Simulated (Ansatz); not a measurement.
# AlW: the cost of one run

Computed with Ansatz 0.2.0 (DFT PBEsol, scalar-relativistic, plane waves, PAW, unless a step's input says otherwise).

### Step 1. Starting point

The structure is orthorhombic, space group Cmmm (No. 65). Conventional cell: a = 3.335 Å, b = 4.241 Å, c = 4.703 Å, α = 90.00°, β = 90.00°, γ = 90.00°. Mg (site symmetry mmm) is surrounded by 4 Mg at 2.70 Å and 4 W at 2.88 Å. W (site symmetry mmm) has 4 W at 2.70 Å and 4 Mg at 2.88 Å as nearest neighbours.

Structure file:

```cif
data_structure
_symmetry_space_group_name_H-M 'P 1'
_symmetry_Int_Tables_number 1
_cell_length_a 4.7033
_cell_length_b 3.3351
_cell_length_c 4.2408
_cell_angle_alpha 90.000
_cell_angle_beta 90.000
_cell_angle_gamma 90.000
_cell_volume 66.52
loop_
_atom_site_label
_atom_site_type_symbol
_atom_site_fract_x
_atom_site_fract_y
_atom_site_fract_z
_atom_site_occupancy
Mg1 Mg 0.50000 0.25000 0.75000 1
Mg2 Mg 0.50000 0.75000 0.25000 1
W1 W 0.00000 0.75001 0.75000 1
W2 W 0.00000 0.24999 0.25000 1
```

This cell was relaxed beforehand with the same method: volume 16.63 Å³/atom, gap on the mesh none (metal).

### Step 2. Swap Mg → Al

AlW starts from the relaxed positions of MgW, with all lengths scaled by 0.954, a guess from tabulated radii.

### Step 3. A first look at the start (AlW)

The input, input.yaml:

```yaml
crystal:
  lattice:
    - [4.4888990592, 0.0, 0.0137661563]
    - [0.0, 3.1830302809, 0.0]
    - [-0.0124119545, 0.0, 4.0474158642]
  atoms:
    - { symbol: Al, position: [0.5, 0.2500002078, 0.75] }
    - { symbol: Al, position: [0.5, 0.7499997922, 0.25] }
    - { symbol: W, position: [0.0, 0.7500072605, 0.75] }
    - { symbol: W, position: [0.0, 0.2499927395, 0.25] }
basis:
  ecutwfc: 420
kpoints:
  mp_grid: { grid: [4, 6, 4] }
hamiltonian:
  xc: pbesol
scf:
  occupations: { method: gaussian, width: 0.1 }
output:
  forces: true
  stress: true
  eigenvalues: true
```

Launch:

```sh
ansatz run input.yaml --threads 1 --pin off --max-ram 2560MiB --backend cpu --events-out ev --progress --plain --runs-dir out
```

Q: Estimate wall time and peak memory on 1 thread of Arm Neoverse V1, shared host.

About 2.6 s, with a peak of 0.32 GiB.
